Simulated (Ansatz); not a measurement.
# Cl₂HSeSi radical: one species, many methods

An exercise on one series of results from a longer session: the logs are not shown, and one member is left open.

The runs use Ansatz 0.2.0, Gaussian basis; functionals in def2-TZVPP, the program's frozen cores in correlated methods.

Levels to be run: LDA (SPW92), PBE-D4, revPBE-D4, BLYP-D4, r2SCAN-D4, B97M-V, PBE0-D4, B3LYP-D4, r2SCANh-D4, r2SCAN0-D4, HSE06-D4, BHLYP-D4, CAM-B3LYP-D4, LC-ωPBE, ωB97X-V, ωB97M-V, B2PLYP, PBE-QIDH; CCSD(T)/def2-SVP; CCSD(T)/def2-TZVPP; MP2/def2-QZVPP; extrapolation to the limit; RPA on PBE.

**Structure used throughout**

An earlier PBE0-D4 in a triple-zeta def2 set relaxation fixed the geometry.

SMILES `Cl[Si](Cl)[SeH]`, 5 atoms, charge 0, spin multiplicity 2.

Atoms are counted from 1 here; the program's logs count them from 0.

Bond lengths: Cl1–Si2 2.057 Å, Si2–Cl3 2.051 Å, Si2–Se4 2.274 Å, Se4–H5 1.470 Å. Angles: Cl1–Si2–Cl3 109.3°, Cl1–Si2–Se4 112.6°, Cl3–Si2–Se4 105.5°, Si2–Se4–H5 91.1°.

The first run:

in.yaml

```yaml
crystal:
  periodic: [false, false, false]
  atoms:
    - {symbol: Cl, position_ang: [0.894523, 0.032412, 1.914097]}
    - {symbol: Si, position_ang: [-0.006219, -0.719525, 0.224647]}
    - {symbol: Cl, position_ang: [1.355261, -1.834349, -0.829606]}
    - {symbol: Se, position_ang: [-0.687490, 0.914764, -1.201975]}
    - {symbol: H, position_ang: [-1.506174, 1.532998, -0.148564]}
basis:
  gaussian: {orbitals: def2-TZVPP}
magnetization: {spin_polarized: true, initial_magnetization: 1}
hamiltonian: {xc: lda}
output: {orbitals: {seedname: orbitals}}
```

Steps of the session up to this table: LDA; PBE-D4 (GGA); revPBE-D4 (GGA); BLYP-D4 (GGA); r2SCAN-D4 (meta-GGA); B97M-V (meta-GGA); PBE0-D4 (hybrid); B3LYP-D4 (hybrid); r2SCANh-D4 (hybrid); r2SCAN0-D4 (hybrid); HSE06-D4 (hybrid); BHLYP-D4 (hybrid); CAM-B3LYP-D4 (range-separated); LC-ωPBE-D4 (range-separated; the results give it without D4); ωB97X-V (range-separated); ωB97M-V (range-separated); B2PLYP (double hybrid); PBE-QIDH (double hybrid).

One table of the session follows, with a row left open; its other results are not shown here.

It belongs to the step «Orbital energies across the functionals». 

| functional | HOMO (eV) | LUMO (eV) | gap (eV) |
| --- | --- | --- | --- |
| LDA (SPW92) | -5.42 | -4.47 | 0.95 |
| PBE-D4 | -5.40 | -4.07 | 1.33 |
| revPBE-D4 | -5.37 | -3.94 | 1.44 |
| BLYP-D4 | -5.20 | -4.07 | 1.13 |
| r2SCAN-D4 | -5.78 | -3.66 | 2.12 |
| B97M-V | -5.54 | -4.01 | 1.53 |
| PBE0-D4 | -6.54 | -3.25 | 3.29 |
| B3LYP-D4 | -6.27 | -3.61 | 2.66 |
| r2SCANh-D4 | -6.19 | -3.38 | 2.82 |
| r2SCAN0-D4 | -6.81 | -2.96 | 3.86 |
| HSE06-D4 | -6.15 | -3.63 | 2.53 |
| BHLYP-D4 | -7.51 | -2.48 | 5.03 |
| CAM-B3LYP-D4 | -7.73 | -2.38 | 5.35 |
| LC-ωPBE | ? | ? | ? |
| ωB97X-V | -8.63 | -1.52 | 7.11 |
| ωB97M-V | -8.27 | -1.67 | 6.60 |

Estimate the missing values for LC-ωPBE.

**Answer.** HOMO (eV): -9.11; LUMO (eV): -1.04; gap (eV): 8.07. In the column «HOMO (eV)» it is the lowest.
